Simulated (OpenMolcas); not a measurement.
**Eu³⁺ among point charges: CASSCF levels and susceptibility**

How does a field of 6 point charges split the states of Eu³⁺, and what χT follows?

Program: OpenMolcas 26.06. Level of theory: state-averaged CASSCF, spin-orbit coupling by RASSI with atomic mean-field integrals. These are calculated values, not measurements, unless marked.

**1. Starting point**

| Item | Value |
| --- | --- |
| Species | Eu³⁺ (europium, Z = 63, 60 electrons) |
| Basis | ANO-RCC-VTZP [8s7p5d3f2g1h], 104 functions |
| Scalar Hamiltonian | DKH2, point nucleus |
| Inactive shells | 1s 2s 2p 3s 3p 3d 4s 4p 4d 5s 5p |
| Active space | 6 electrons in 7 orbitals (4f) |
| Some configurations of this space | 4f6 |
| Orbitals | optimised for the highest spin of each parity, averaged over all roots |

The outer shells:

4f6
```
4f [↑ ][↑ ][↑ ][↑ ][↑ ][↑ ][  ]
```

The ion sits among 6 point charges of -1 e arranged as a trigonal prism (D3h), 2.68 Å from the ion, with a polar angle of 47.1° against the regular 49.1°.

The work runs as a chain of OpenMolcas steps in one folder; each step below is one input file. Labels, J, g values, rates, χT and fits are worked out afterwards by a script from the matrices that RASSI stores.

**2. Basis and integrals**

a.inp reads:

```
&GATEWAY
Coord
1

Eu 0.0 0.0 0.0
Basis=ANO-RCC-VTZP
Group=NoSym
NoMove
AngMom=0.0 0.0 0.0
AMFI
XField
6 Angstrom 0
1.964361 0.000000 1.823098 -1.000000
-0.982180 1.701186 1.823098 -1.000000
-0.982180 -1.701186 1.823098 -1.000000
1.964361 0.000000 -1.823098 -1.000000
-0.982180 1.701186 -1.823098 -1.000000
-0.982180 -1.701186 -1.823098 -1.000000
&SEWARD
```

Started as:

```console
$ OMP_NUM_THREADS=1 MOLCAS_MEM=2252 MOLCAS_PROJECT=a pymolcas a.inp > a.log
```

**3. Reference wave functions, septets, 7 roots**

a.inp reads:

```
&RASSCF
FileOrb=start.orb
Symmetry=1
Spin=7
nActEl=6 0 0
Inactive=27
Ras2=7
CIRoot=7 7 1
SDav=7
CIMx=300
Iter=120 100
PrWF=0.3
OrbListing=Nothing
MaxOrb=0
>>> COPY $Project.JobIph JOB001
```

start.orb holds the contracted functions of the basis, ordered by shell, or the orbitals of the step before.

**4. Reference wave functions, quintets, 140 roots**

a.inp reads:

```
&RASSCF
FileOrb=start.orb
Symmetry=1
Spin=5
nActEl=6 0 0
Inactive=27
Ras2=7
CIRoot=140 140 1
SDav=140
CIMx=300
Iter=120 100
PrWF=0.3
OrbListing=Nothing
MaxOrb=0
CIOnly
>>> COPY $Project.JobIph JOB002
```

**5. Reference wave functions, triplets, 162 roots**

a.inp reads:

```
&RASSCF
FileOrb=start.orb
Symmetry=1
Spin=3
nActEl=6 0 0
Inactive=27
Ras2=7
CIRoot=162 162 1
SDav=588
CIMx=300
Iter=120 100
PrWF=0.3
OrbListing=Nothing
MaxOrb=0
CIOnly
>>> COPY $Project.JobIph JOB003
```

**6. State interaction with spin-orbit coupling**

a.inp reads:

```
&RASSI
NrOfJobIphs=3 7 77 3
1 2 3 4 5 6 7
1 2 3 4 5 6 7 8 9 10 11 12 13 14 15 16 17 18 19 20 21 22 23 24 25 26 27
28 29 30 31 32 33 34 35 36 37 38 39 40 41 42 43 44 45 46 47 48 49 50 51
52 53 54 55 56 57 58 59 60 61 62 63 64 65 66 67 68 69 70 71 72 73 74 75
76 77
1 2 3
IphNames
JOB001
JOB002
JOB003
EJob
SpinOrbit
DIPRint=1.0
SOCoupling=1000.0
Subsets=2
Property=9
'ANGMOM' 1 'ANGMOM' 2 'ANGMOM' 3 'MLTPL  1' 1 'MLTPL  1' 2 'MLTPL  1' 3
'AMFI' 1 'AMFI' 2 'AMFI' 3
SOProperty=3
'ANGMOM' 1 'ANGMOM' 2 'ANGMOM' 3
```

Before running it: what results should come out? Wanted: spin-free ground state; first state of the same spin within the active space; lowest level; next level.

The runs gave:

```
                                            quantity                            value
                                              method                           CASSCF
                              spin-free ground state  7A2, 1-fold in its orbital part
first state of the same spin within the active space                  7E at 31.5 cm⁻¹
                                        lowest level                        1-fold A1
                                          next level                       287.0 cm⁻¹
                                         χT at 300 K                   1.35 cm³ K/mol
                           effective moment at 300 K                          3.29 μB
```

**Reading.** The spin-free ground state (7A2) comes to 100 % from free-ion F terms and keeps the highest spin of the shell. The quintets, triplets rest on orbitals optimised for another spin in at least one step, which raises them against the optimised states. Not all states of the active space went into the spin-orbit step. High states of lower spin are left out of the spin-orbit mixing, and CASSCF puts spin-flip levels too high. Point charges carry no covalency, so the field is a model and not that of real ligands.
